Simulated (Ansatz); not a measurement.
Zn, space group Fm-3m, a search for the barrier of an atomic hop

Computed with the Python package of Ansatz (0.2.0).

Run as a notebook:

**Cell 1**
```python
import ansatz
import matplotlib.pyplot as plt
import numpy as np
```

**Cell 2**
```python
cell = (
    ansatz.Lattice.of((0.0, 1.964776, 1.964776), (1.964776, 0.0, 1.964776), (1.964776, 1.964776, 0.0))
    .atom("Zn", (0.0, 0.0, 0.0))
)
start = cell.supercell(2).vacancy("Zn", at=(0.0, 0.0, 0.0)).resolved()
empty = np.array((0.0, 0.0, 0.0))
# the nearest atom of the same element hops into the empty site
cell = np.array(start.lattice.vectors)
apart = np.array([site.position for site in start.sites]) - empty
apart -= np.round(apart)
distance = [np.linalg.norm(d @ cell) if site.symbol == "Zn" else np.inf for d, site in zip(apart, start.sites)]
hopper = int(np.argmin(distance))
end = start.move(hopper, to=np.array(start.sites[hopper].position) - apart[hopper])
print(f"atom {hopper} (Zn) hops {distance[hopper]:.3f} A")
```
Output:
```text
atom 0 (Zn) hops 2.779 A
```

**Cell 3**
```python
setup = (
    start.calculation()
    .pseudopotentials("paw")
    .kpoints(2, 2, 2)
    .functional("LDA")
    .occupations("fermi_dirac", width=0.1)
    .neb(to=end, images=3, force_tolerance=0.1, max_iterations=30, relax_end_points=True, initial_path="idpp")
)
steps = []


def collect(event):
    if event["event"] == "neb_iteration":
        steps.append(event["data"])
```

**Cell 4**
```python
result = setup.session().plan().execute(on_event=collect)
r = result.report
```
Output:
```text
DeckWarning: neb: disabling space-group detection — the band's intermediate images generally break the endpoint symmetry, so no spatial operation reduces the k-mesh or symmetrises the density, except [...]
DeckWarning: basis.ecutwfc = 420 eV, auto-derived from the records' recommended cutoffs: set by Zn (normal level)
```

**Cell 5**
```python
r["published_state_doubts"]
```
Output:
```text
[]
```

**Cell 6**
```python
print(len(steps), "rounds; largest force on the band at the end", round(steps[-1]["band_force_max_ev_ang"], 4), "eV/A")
band = result.neb_path()
energy = np.array([image.lagrangian_ev for image in band.images])
```
Output:
```text
4 rounds; largest force on the band at the end 0.0349 eV/A
```

**Cell 7**
```python
print("image  path (A)  dE (eV)")
for number, image in enumerate(band.images):
    mark = "  <- climbing" if number == band.climbing_image else ""
    print(f"{number:4d} {image.path_coordinate_ang:9.3f} {image.lagrangian_ev - energy[0]:9.4f}{mark}")
print(f"barrier forwards {energy.max() - energy[0]:.3f} eV, backwards {energy.max() - energy[-1]:.3f} eV")
plt.figure(figsize=(4.5, 3))
plt.plot([image.path_coordinate_ang for image in band.images], energy - energy[0], "o-")
plt.xlabel("path (A)")
plt.ylabel("energy (eV)")
plt.tight_layout()
plt.savefig("neb.png", dpi=100)
```
Output:
```text
image  path (A)  dE (eV)
   0     0.000    0.0000
   1     0.674    0.1614
   2     1.351    0.3337  <- climbing
   3     2.029    0.1614
   4     2.703   -0.0000
barrier forwards 0.334 eV, backwards 0.334 eV
```

For a metal this mesh is far too coarse, so the numbers only illustrate the procedure. This isn't the structure that Zn takes at ambient conditions. Levels are Kohn-Sham eigenvalues on this mesh. Warnings are shown shortened and without file and line. The cell is small and the mesh coarse, so the barrier is a rough value for a high concentration of the moving defect. The whole script took 2.2 min on 1 thread of Arm Neoverse V2 (shared host), peak memory 0.56 GiB.

(Lines on the test bed's own set-up are left out of the output.)
